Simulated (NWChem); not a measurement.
**One shape, several levels: doublet [H2]−**

Aim: a comparison of 6 runs (U-r2SCAN/aug-cc-pVTZ, U-revPBE/aug-cc-pVTZ, UBLYP/aug-cc-pVTZ, UM06-2X/aug-cc-pVTZ, UTPSS/aug-cc-pVTZ, UCCSD/aug-cc-pVTZ) of doublet [H2]−. 

The calculation is run with NWChem 7.3.0.

1 further run of the same task is left out (it didn't finish).

## (1) The molecule

The species is [H2]− (2 atoms), meant as a doublet with charge -1. SMILES of the parent species: `[H][H]`. Geometry: relaxed at PBE0-D4/def2-TZVP. That shape belongs to the parent species and isn't relaxed for this state.

Bond lengths: H1–H2 0.746 Å.

## (2) A single-point energy at U-r2SCAN/aug-cc-pVTZ (run 1)

Contents of h2.nw:

```
start h2
title "H2"
memory 2200 mb
charge -1

geometry units angstroms noautosym nocenter noautoz
   H     0.319300   -0.099200    0.165500
   H    -0.319300    0.099200   -0.165500
end

basis spherical bse
   H library aug-cc-pVTZ
end

dft
   xc r2scan
   mult 2
   grid xfine
   convergence energy 1e-08
   maxiter 100
   mulliken
end

task dft energy
```

Launch:

```console
$ nwchem h2.nw > h2.out
```

Standard output:

```text
[...]
          Wavefunction type:  spin polarized.
          No. of atoms     :     2
          No. of electrons :     3
[...]
          Charge           :    -1
          Spin multiplicity:     2
[...]
          AO basis - number of functions:    46
[...]
              XC Information
              --------------
                      r^2SCAN Method XC Functional
               r^2SCAN metaGGA Exchange Functional  1.000
                     r^2SCAN Correlation Potential  1.000
[...]
 d= 0,ls=0.0,diis     1     -1.0987342044 -1.81D+00  4.32D+00  2.87D-02     0.9
[...]
 d= 0,ls=0.0,diis     8     -1.1293283998 -1.04D-11  3.18D-06  3.48D-12     6.6
[...]
         Total DFT energy =       -1.129328399827
      One electron energy =       -2.769436848540
           Coulomb energy =        1.707573774659
    Exchange-Corr. energy =       -0.776679618335
 Nuclear repulsion energy =        0.709214292389
[...]
      Total Density - Mulliken Population Analysis
     ---------------------------------------------
    Atom       Charge   Shell Charges
 -----------   ------   -------------------------------------------------------
    1 H    1     1.50   0.26  0.57  0.69  0.55  0.00 -0.04 -0.54 -0.00 -0.01
    2 H    1     1.50   0.26  0.57  0.69  0.55  0.00 -0.04 -0.54 -0.00 -0.01
[...]
      <S2> =      0.7501 (Exact =     0.7500)
[...]
```

It took 7.2 s on 1 thread of Intel Xeon Platinum 8259CL at 2.50GHz (Skylake/Cascade Lake), shared host; peak memory 0.11 GiB.

## (3) A single-point energy at U-revPBE/aug-cc-pVTZ (run 2)

Contents of h2.nw:

```
start h2
title "H2 energy"
memory total 2200 mb
charge -1

geometry noautosym nocenter noautoz
 H     0.319300   -0.099200    0.165500
 H    -0.319300    0.099200   -0.165500
end

basis spherical bse
 * library aug-cc-pVTZ
end

dft
 xc revpbe cpbe96
 mult 2
 grid xfine
 convergence energy 1e-08
 maxiter 100
 mulliken
end

task dft energy
```

Launch:

```console
$ nwchem h2.nw > h2.out
```

Standard output:

```text
[...]
          Wavefunction type:  spin polarized.
          No. of atoms     :     2
          No. of electrons :     3
[...]
          Charge           :    -1
          Spin multiplicity:     2
[...]
          AO basis - number of functions:    46
[...]
              XC Information
              --------------
                        RevPBE Exchange Functional  1.000
            Perdew 1991 LDA Correlation Functional  1.000 local
           PerdewBurkeErnz. Correlation Functional  1.000 non-local
[...]
 d= 0,ls=0.0,diis     1     -1.1109616801 -1.82D+00  3.51D+00  3.03D-02     0.7
[...]
 d= 0,ls=0.0,diis     7     -1.1407926281 -1.29D-11  8.79D-06  1.75D-13     4.4
[...]
         Total DFT energy =       -1.140792628120
      One electron energy =       -2.762014859417
           Coulomb energy =        1.700340912401
    Exchange-Corr. energy =       -0.788332973493
 Nuclear repulsion energy =        0.709214292389
[...]
      Total Density - Mulliken Population Analysis
     ---------------------------------------------
    Atom       Charge   Shell Charges
 -----------   ------   -------------------------------------------------------
    1 H    1     1.50   0.26  0.56  0.73  0.57  0.00 -0.04 -0.59 -0.00 -0.00
    2 H    1     1.50   0.26  0.56  0.73  0.57  0.00 -0.04 -0.59 -0.00 -0.00
[...]
      <S2> =      0.7500 (Exact =     0.7500)
[...]
```

It took 5.1 s on 1 thread of Intel Xeon Platinum 8259CL at 2.50GHz (Skylake/Cascade Lake), shared host; peak memory 0.11 GiB.

Runs 3 to 5 aren't shown in full; the table further down has their settings and results.

## (4) The energy at UCCSD/aug-cc-pVTZ (run 6)

Contents of run.py:

```python
from ase import Atoms
from ase.calculators.nwchem import NWChem

atoms = Atoms('HH', positions=[
    [0.319300, -0.099200, 0.165500],
    [-0.319300, 0.099200, -0.165500],
])

calc = NWChem(
    label='h2',
    theory='tce',
    memory='2200 mb',
    basis='aug-cc-pVTZ',
    basispar='spherical bse',
    charge=-1,
    scf={'nopen': '1', 'uhf': None, 'thresh': '1e-08', 'maxiter': '80'},
    tce={'scf': None, 'ccsd': None, 'maxiter': '60'},
    task='energy',
)
atoms.calc = calc

e = atoms.get_potential_energy()
print(f"E = {e:.6f} eV")
```

Launch:

```console
$ export ASE_NWCHEM_COMMAND="nwchem PREFIX.nwi > PREFIX.nwo"
$ python run.py
```

Standard output:

```text
E = -30.546868 eV
```

The calculator wrote h2.nwi:

```
title "h2"

permanent_dir h2

scratch_dir h2

start h2

geometry units angstrom nocenter noautosym noautoz
  H  3.1929999999999997e-01 -9.9199999999999997e-02 1.6550000000000001e-01
  H  -3.1929999999999997e-01 9.9199999999999997e-02 -1.6550000000000001e-01
end

charge -1

memory 2200 mb

basis spherical bse noprint
   * library aug-cc-pVTZ
end

scf
  nopen 1
  uhf
  thresh 1e-08
  maxiter 80
end
tce
  scf
  ccsd
  maxiter 60
end

task tce energy
```

h2.nwo:

```text
Northwest Computational Chemistry Package (NWChem) 7.3.0
             --------------------------------------------------------

           Job information
           ---------------

    nwchem branch   = 7.3.0
    use scalapack   = T
    input           = h2.nwi
    prefix          = h2.
    data base       = h2/h2.db
    status          = startup
    nproc           =        1

           Memory information
           ------------------

[... 5 lines left out ...]
    hardfail = no
[... 90 lines left out ...]
         Quadratically convergent UHF
[... 17 lines left out ...]
         Total SCF energy =     -1.080608151710
[... 2 lines left out ...]
 Nuclear repulsion energy =      0.709214292389
[... 41 lines left out ...]
                    UHF Final Alpha Molecular Orbital Analysis
[... 379 lines left out ...]
 CCSD total energy / hartree       =        -1.122576703716996
[... 1 line left out ...]
 Singles contributions

 Doubles contributions

 Task  times  cpu:        3.2s     wall:        3.2s
 Total times  cpu:        3.2s     wall:        3.2s
```

Wall time 4.5 s (1 thread of Intel Xeon Platinum 8259CL at 2.50GHz (Skylake/Cascade Lake), shared host); peak memory 0.25 GiB.

## (5) Overview of the runs

```csv
run,level,integration grid,iteration cap,energy (Eh),HOMO energy (eV),LUMO energy (eV),⟨S²⟩,wall time
1,U-r2SCAN/aug-cc-pVTZ,xfine,100,-1.129328,2.36,3.01,0.750,7.2 s
2,U-revPBE/aug-cc-pVTZ,xfine,100,-1.140793,2.25,2.64,0.750,5.1 s
3,UBLYP/aug-cc-pVTZ,xfine,100,-1.129214,–,–,0.750,5.4 s
4,UM06-2X/aug-cc-pVTZ,xfine,100,-1.121206,1.94,3.62,0.750,25 s
5,UTPSS/aug-cc-pVTZ,xfine,100,-1.140080,–,–,0.750,13 s
6,UCCSD/aug-cc-pVTZ,–,80,-1.122577,1.42,4.26,0.750,4.5 s
```

## (6) What came out

| quantity | value |
| --- | --- |
| run 6: total energy | -1.12258 Eh |
| run 6: HOMO energy (Hartree–Fock orbitals) (highest over α and β) | 1.42 eV |
| run 6: LUMO energy (Hartree–Fock orbitals) (lowest over α and β) | 4.26 eV |
| run 6: correlation energy | -42.0 mEh |
| run 6: ⟨S²⟩ of the reference determinant | 0.750 |

What this shows: Totals of different functionals can't be ranked against each other. In runs 1, 2, 4, 6 the HOMO lies above zero, so the outermost electron may be held by the basis alone. All runs together took 59 s, the longest 25 s.
